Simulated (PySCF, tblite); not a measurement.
**C4H8FO2 radical: geometry, infrared bands and EPR parameters**

Aim: predict the infrared bands and EPR parameters of C4H8FO2 radical (`CCO[C](F)OC`).

Programs: tblite 0.8.0 and PySCF 2.14.0, with density-fitted response routines of our own. Each step states its level of theory. These are calculated values for one molecule in the gas phase, unless marked as measured. Atoms are numbered from 0 throughout.

## Step 1: The molecule as given

15 atoms, charge 0, multiplicity 2; geometry from: force field or distance geometry start.

Bonds of the start (Å): C0–C1 1.50, C1–O2 1.41, O2–C3 1.38, C3–F4 1.36, C3–O5 1.42, O5–C6 1.40, C0–H7 1.11, C0–H8 1.13, C0–H9 1.11, C1–H10 1.12, C1–H11 1.13, C6–H12 1.12, C6–H13 1.12, C6–H14 1.11.

## Step 2: Relaxing the molecule with GFN2-xTB

The job: settings as JSON, then the geometry in Å.

```
{"job": {"kind": "relax", "xc": "GFN2-xTB", "basis": "xTB"}, "charge": 0, "multiplicity": 2}
C     -2.661800    -0.414900    -0.035800
C     -1.224000    -0.708500    -0.343100
O     -0.618900     0.533500    -0.611400
C      0.721100     0.416200    -0.918300
F      1.190500     1.627000    -1.321800
O      1.449400    -0.054200     0.201700
C      2.746100     0.447100     0.027000
H     -3.343700    -1.195400    -0.431200
H     -2.752500    -0.340400     1.083700
H     -2.964900     0.558800    -0.482300
H     -1.117200    -1.406500    -1.217900
H     -0.741500    -1.167500     0.569500
H      3.443800     0.032400     0.801800
H      3.159300     0.124400    -0.961500
H      2.710000     1.555900     0.112100
```

Started as:

```bash
OMP_NUM_THREADS=1 python probes_run.py task.json out
```

The driver reads the jobs from task.json and runs them one after another.

**Question.** This job is followed by: GFN2-xTB harmonic vibrations, gas phase; UKS B3LYP, pcH-1 on C F H O, non-relativistic, mean-field spin-orbit, GIAO. Predict these results of the whole session: strongest single infrared mode (GFN2-xTB); zero-point energy (GFN2-xTB); g(iso) (B3LYP); ⟨S²⟩; largest a(iso) (averaged by class); potential on the surface of density 0.002 e/bohr³, 1st and 99th percentile.

As calculated:

| quantity | value |
| --- | --- |
| strongest single infrared mode (GFN2-xTB) | 1264 cm⁻¹, 384 km/mol |
| zero-point energy (GFN2-xTB) | 72.8 kcal/mol |
| g(iso) (B3LYP) | 2.00318 |
| ⟨S²⟩ | 0.752 (exact 0.75) |
| largest a(iso) (averaged by class) | 13C on C3, 497.2 MHz |
| potential on the surface of density 0.002 e/bohr³, 1st and 99th percentile | -1.23 V and 0.91 V |

Over 222 steps the energy fell by 0.638 eV; of the close pairs, O2–C3 changed most, 1.380 to 1.311 Å. No mode is imaginary among the 39: a minimum at this level. The strongest single mode, at 1264 cm⁻¹, has its largest shares on C3, H11, O2 and O5 (the list is cut at 4 atoms). GFN2-xTB is a fitted tight-binding method: band positions and strengths are rough. Its intensities can rank the bands wrongly. Most of the unpaired spin sits on C3 (0.79 e). The isotropic g lies 0.9 ppt above the free-electron value. These values are for one conformer; the search (at its own cheap level) found 2 more, at 0.35, 2.12 kcal/mol, and measured spectra average over such forms.
